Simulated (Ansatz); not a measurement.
# CH₄AlFS: how energies converge with the basis set

One table from this session's results is given with a row withheld; the runs are named, their logs left out.

The runs use Ansatz 0.2.0, Gaussian basis; one geometry, several basis sets.

Levels to be run: PBE0-D4/def2-SVP; ωB97M-V/def2-SVP; PBE0-D4/def2-QZVPP; ωB97M-V/def2-QZVPP; the functionals' def2-TZVPP values are taken from earlier runs.

## The relaxed structure

The geometry comes from an earlier relaxation with PBE0-D4 in a triple-zeta def2 set; it is a stationary point, not always the lowest conformer.

SMILES `[CH3][Al]([F])[SH]`, 8 atoms, charge 0, spin multiplicity 1.

Atoms are counted from 1 here; the program's logs count them from 0.

Bond lengths: C1–Al2 1.934 Å, C1–H5 1.092 Å, C1–H6 1.094 Å, C1–H7 1.094 Å, Al2–F3 1.650 Å, Al2–S4 2.176 Å, S4–H8 1.344 Å. Angles: Al2–C1–H5 112.6°, Al2–C1–H6 110.4°, Al2–C1–H7 110.5°, H5–C1–H6 108.1°, H5–C1–H7 108.2°, H6–C1–H7 106.9°, C1–Al2–F3 120.1°, C1–Al2–S4 125.7°, F3–Al2–S4 114.2°, Al2–S4–H8 92.4°.

As a file:

```mol
CH4AlFS
  3D, bonds by distance, orders not assigned

  8  7  0  0  0  0  0  0  0  0999 V2000
   -0.1648    1.1447   -0.0303 C   0  0
    0.7026   -0.5839   -0.0582 Al  0  0
    2.3413   -0.6841   -0.2222 F   0  0
   -0.2959   -2.5101    0.1138 S   0  0
   -1.2504    1.0673    0.0563 H   0  0
    0.2011    1.7418    0.8101 H   0  0
    0.0654    1.7031   -0.9422 H   0  0
   -1.5071   -1.9358    0.2168 H   0  0
  1  2  8  0
  2  3  8  0
  2  4  8  0
  1  5  8  0
  1  6  8  0
  1  7  8  0
  4  8  8  0
M  END
```

Set-up of the first run:

Input file in.yaml:

```yaml
crystal:
  periodic: [false, false, false]
  atoms:
    - {symbol: C, position_ang: [-0.164753, 1.144705, -0.030267]}
    - {symbol: Al, position_ang: [0.702617, -0.583942, -0.058179]}
    - {symbol: F, position_ang: [2.341253, -0.684141, -0.222210]}
    - {symbol: S, position_ang: [-0.295875, -2.510133, 0.113832]}
    - {symbol: H, position_ang: [-1.250437, 1.067302, 0.056297]}
    - {symbol: H, position_ang: [0.201114, 1.741820, 0.810137]}
    - {symbol: H, position_ang: [0.065409, 1.703060, -0.942232]}
    - {symbol: H, position_ang: [-1.507126, -1.935770, 0.216822]}
basis:
  gaussian: {orbitals: def2-SVP}
hamiltonian: {xc: pbe0, dispersion: d4}
output: {orbitals: {seedname: orbitals}}
```

Among the steps run: PBE0-D4 in def2-SVP; ωB97M-V in def2-SVP; PBE0-D4 in def2-QZVPP; ωB97M-V in def2-QZVPP.

One table of the session follows, with a row left open; its other results are not shown here.

It belongs to the step «Density functionals: the series». 

```
functional       basis  HOMO (eV)
   PBE0-D4    def2-SVP          ?
   PBE0-D4  def2-TZVPP      -7.86
   PBE0-D4  def2-QZVPP      -7.88
   ωB97M-V    def2-SVP      -9.87
   ωB97M-V  def2-TZVPP     -10.05
   ωB97M-V  def2-QZVPP     -10.08
```

Estimate the missing values for PBE0-D4, def2-SVP.

The run gave: HOMO (eV): -7.72. In the column «HOMO (eV)» it is the highest.
